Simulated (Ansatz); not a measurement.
# VHg2: the cost of one run

Program: Ansatz 0.2.0. Level of theory: reference: DFT r2SCAN, plane waves, PAW, scalar-relativistic, no spin polarisation. These are calculated values, not measurements.

### Step 1. The structure to begin with

Symmetry: Cmcm, No. 63, orthorhombic system. The conventional cell has a = 9.359 Å, b = 5.308 Å, c = 5.168 Å, α = 90.00°, β = 90.00°, γ = 90.00°. Hg (site symmetry m) is surrounded by 5 Hg at 3.00 to 3.18 Å and 5 V at 3.05 to 3.09 Å. V (site symmetry m2m) is surrounded by 10 Hg at 3.05 to 3.09 Å and 2 V at 3.48 Å.

As a file:

```cif
data_structure
_symmetry_space_group_name_H-M 'P 1'
_symmetry_Int_Tables_number 1
_cell_length_a 5.1685
_cell_length_b 5.3075
_cell_length_c 5.3797
_cell_angle_alpha 60.443
_cell_angle_beta 90.000
_cell_angle_gamma 90.000
_cell_volume 128.37
loop_
_atom_site_label
_atom_site_type_symbol
_atom_site_fract_x
_atom_site_fract_y
_atom_site_fract_z
_atom_site_occupancy
Hg1 Hg 0.50000 0.83000 0.34000 1
Hg2 Hg 0.50000 0.17000 0.66000 1
Hg3 Hg 0.00000 0.39000 0.34000 1
Hg4 Hg 0.00000 0.73000 0.66000 1
V1 V 0.00000 0.06000 0.00000 1
V2 V 0.50000 0.50000 0.00000 1
```

### Step 2. Reference

input.yaml

```yaml
crystal:
  lattice:
    - [-5.16848, 0.0, 0.0]
    - [0.0, 0.0, 5.307513]
    - [0.0, 4.679659, 2.653756]
  atoms:
    - { symbol: Hg, position: [0.5, 0.83, 0.34] }
    - { symbol: Hg, position: [0.5, 0.17, 0.66] }
    - { symbol: Hg, position: [0.0, 0.39, 0.34] }
    - { symbol: Hg, position: [0.0, 0.73, 0.66] }
    - { symbol: V, position: [0.0, 0.06, 0.0] }
    - { symbol: V, position: [0.5, 0.5, 0.0] }
  symmetry: { tolerance: 0.0003 }
kpoints:
  mp_grid: { grid: [4, 4, 4], shift: [0, 0, 0] }
magnetization:
  spin_polarized: false
scf:
  occupations: { method: fermi_dirac }
hamiltonian:
  pseudopotentials: { kind: paw }
  xc: r2scan
basis:
  ecutwfc: 500
output:
  forces: true
  stress: true
  eigenvalues: true
```

The run is started by

```bash
> ansatz run input.yaml --threads 1 --pin off --max-ram 2560MiB --backend cpu --events-out ev --progress --plain --runs-dir out
```

**Question.** How long does this run take on 1 thread of Intel Xeon 6975P-C (Granite Rapids), shared host, and how much memory does it need?

About 14 s, with a peak of 0.88 GiB.
